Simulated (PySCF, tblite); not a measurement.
# C4H10F3GeN: geometry, infrared bands and NMR shifts

Aim: predict the infrared bands and NMR shifts of C4H10F3GeN (`CC[C@@H]([GeH2][NH2])C(F)(F)F`).

The runs use tblite 0.8.0 and PySCF 2.14.0, with density-fitted response routines of our own; the level of theory stands in each step. All values are computed, except where a source is named. Atoms are numbered from 0 throughout.

### 1 The molecule as given

19 atoms, charge 0, multiplicity 1; geometry from: force field or distance geometry start.

Bonds of the start (Å): C0–C1 1.52, C1–C2 1.52, C2–Ge3 1.94, Ge3–N4 1.85, C2–C5 1.50, C5–F6 1.40, C5–F7 1.40, C5–F8 1.35, C0–H9 1.10, C0–H10 1.11, C0–H11 1.13, C1–H12 1.09, C1–H13 1.11, C2–H14 1.12, Ge3–H15 1.58, Ge3–H16 1.54, N4–H17 1.06, N4–H18 1.04.

### 2 Optimising the geometry with GFN2-xTB

What the job is given:

```
{"job": {"kind": "relax", "xc": "GFN2-xTB", "basis": "xTB"}, "charge": 0, "multiplicity": 1}
C      2.026700     0.975800    -0.541900
C      1.228100    -0.249100    -0.939600
C      0.232900    -0.580800     0.166300
Ge    -0.917700     0.975200     0.284100
N     -2.542500     0.687100     1.112200
C     -0.472800    -1.871100    -0.113800
F      0.499300    -2.881700    -0.166700
F     -1.280000    -2.256400     0.962800
F     -1.209600    -1.930300    -1.245800
H      3.090100     0.748500    -0.680400
H      1.652000     1.843000    -1.116700
H      1.788000     1.165700     0.543200
H      0.693200    -0.003500    -1.859400
H      1.881200    -1.118700    -1.136600
H      0.789900    -0.684400     1.126700
H     -0.161200     2.060000     1.142100
H     -1.106900     1.529200    -1.143500
H     -3.079900     1.591800     1.034400
H     -3.120700     0.009100     0.580300
```

Launch:

```
OMP_NUM_THREADS=1 python probes_run.py task.json out
```

This one command runs all jobs of the session in turn.

**Question.** This job is followed by: GFN2-xTB harmonic vibrations, gas phase; GIAO PBE0/pcSseg-1 NMR shielding, non-relativistic, gas phase. What will the session give for the following? strongest single infrared mode (GFN2-xTB); zero-point energy (GFN2-xTB); 13C shifts against TMS (PBE0/pcSseg-1); 1H shifts against TMS (PBE0/pcSseg-1, means over atoms taken as alike); 73Ge shifts against GeMe4 (PBE0/pcSseg-1); 15N shifts against NH3 (PBE0/pcSseg-1); 19F shifts against CFCl3 (PBE0/pcSseg-1, means over atoms taken as alike).

**Answer**, as computed:

| quantity | value |
| --- | --- |
| strongest single infrared mode (GFN2-xTB) | 2004 cm⁻¹, 413 km/mol |
| zero-point energy (GFN2-xTB) | 85.2 kcal/mol |
| 13C shifts against TMS (PBE0/pcSseg-1) | 138.2, 40.0, 23.0, 15.8 ppm |
| 1H shifts against TMS (PBE0/pcSseg-1, means over atoms taken as alike) | 5.03, 4.59, 2.12, 2.00, 1.68, 1.02, 0.05 ppm |
| 73Ge shifts against GeMe4 (PBE0/pcSseg-1) | -70 ppm |
| 15N shifts against NH3 (PBE0/pcSseg-1) | -1.2 ppm |
| 19F shifts against CFCl3 (PBE0/pcSseg-1, means over atoms taken as alike) | -77.6 ppm |

In words: The optimisation took 97 steps and gained 0.776 eV; among the close pairs (by a distance rule), Ge3–H15 changed most, from 1.576 to 1.502 Å. No mode is imaginary among the 51: a minimum at this level. The strongest single mode, at 2004 cm⁻¹, moves mainly H15. GFN2-xTB is a fitted tight-binding method: band positions and strengths are rough. Its intensities can rank the bands wrongly. At PBE0/pcSseg-1: The largest span, 259 ppm, is at Ge3, where the paramagnetic term is -1356 ppm. Spin-orbit coupling is left out, which matters for shieldings and couplings at and beside the heavy atoms.
